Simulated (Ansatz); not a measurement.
# CHBLiO2: the cost of one run

All numbers below are computed with Ansatz 0.2.0 (RKS PBE0/def2-SVP).

**1. The system as given**

Bond lengths: Li1–O2 1.697 Å, O2–B3 1.225 Å, B3–C4 1.468 Å, C4–O5 1.239 Å, O5–H6 0.994 Å. Angles: Li1–O2–B3 179.2°, O2–B3–C4 157.5°, B3–C4–O5 144.7°, C4–O5–H6 121.4°.

As a file:

```xyz
6

Li    1.3767    2.3205    2.0086
O     0.6909    1.1663    0.9712
B     0.1939    0.3228    0.2356
C    -0.4065   -0.9616   -0.1435
O    -0.8931   -1.6136   -1.0778
H    -0.9619   -1.2343   -1.9941
```

**2. Relaxing end A**

File input.yaml:

```yaml
crystal:
  periodic: [false, false, false]
  atoms:
    - { symbol: Li, position_ang: [1.37666, 2.32045, 2.00858] }
    - { symbol: O, position_ang: [0.69087, 1.16628, 0.9712] }
    - { symbol: B, position_ang: [0.19393, 0.32281, 0.23565] }
    - { symbol: C, position_ang: [-0.40646, -0.96162, -0.14354] }
    - { symbol: O, position_ang: [-0.89315, -1.61363, -1.07783] }
    - { symbol: H, position_ang: [-0.96186, -1.2343, -1.99407] }
total_charge: 1
basis:
  gaussian: { orbitals: def2-SVP }
hamiltonian:
  xc: pbe0
relax:
  f_tol: 0.015
  max_steps: 40
```

Launch:

```bash
ansatz run input.yaml --threads 1 --pin off --max-ram 2048MiB --backend cpu --events-out ev --progress --plain --runs-dir out
```

**Question.** How long does this run take on 1 thread of an Arm CPU, shared host, and how much memory does it need?

About 19 s, with a peak of 0.15 GiB.
